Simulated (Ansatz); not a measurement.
# TaN (rocksalt type): the cost of one run

Method: DFT PBE, with the methods named in each step, in Ansatz 0.2.0.

## (1) The starting structure

The structure is cubic, space group Fm-3m (No. 225). Conventional cell: a = 4.309 Å, b = 4.309 Å, c = 4.309 Å, α = 90.00°, β = 90.00°, γ = 90.00°. Ta (site symmetry m-3m) is surrounded by 6 N at 2.15 Å. Around N (site symmetry m-3m) lie 6 Ta at 2.15 Å.

Coordinates:

```cif
data_structure
_symmetry_space_group_name_H-M 'Fm-3m'
_symmetry_Int_Tables_number 225
_cell_length_a 4.3089
_cell_length_b 4.3089
_cell_length_c 4.3089
_cell_angle_alpha 90.000
_cell_angle_beta 90.000
_cell_angle_gamma 90.000
_cell_volume 80.00
loop_
_atom_site_label
_atom_site_type_symbol
_atom_site_symmetry_multiplicity
_atom_site_Wyckoff_symbol
_atom_site_fract_x
_atom_site_fract_y
_atom_site_fract_z
_atom_site_occupancy
Ta1 Ta 4 a 0.00000 0.00000 0.00000 1
N1 N 4 b 0.50000 0.00000 0.00000 1
```

The file gives the conventional cell by its symmetry; the runs use the cell typed in the input.

Whether this phase is the stable one at these pressures isn't tested.

Atoms are numbered in the order of the input: Ta1, N2.

## (2) Cell relaxed at zero pressure, PAW

Input file input.yaml:

```yaml
crystal:
  lattice:
    - [0.0, 2.15443469, 2.15443469]
    - [2.15443469, 0.0, 2.15443469]
    - [2.15443469, 2.15443469, 0.0]
  atoms:
    - { symbol: Ta, position: [0.0, 0.0, 0.0] }
    - { symbol: "N", position: [0.5, 0.5, 0.5] }
kpoints:
  mp_grid: { grid: [15, 15, 15] }
scf:
  occupations: { method: fermi_dirac, width: 0.08 }
hamiltonian:
  xc: pbe
  pseudopotentials: { kind: paw }
output:
  forces: true
  stress: true
relax:
  f_tol: 0.005
  max_steps: 40
  cell: {}
```

Command:

```console
$ ansatz run input.yaml --threads 1 --pin off --max-ram 2048MiB --backend cpu --events-out ev --progress --plain --runs-dir out
```

Q: Estimate wall time and peak memory on 1 thread of Arm Neoverse V1, shared host.

About 17 s, with a peak of 0.36 GiB.
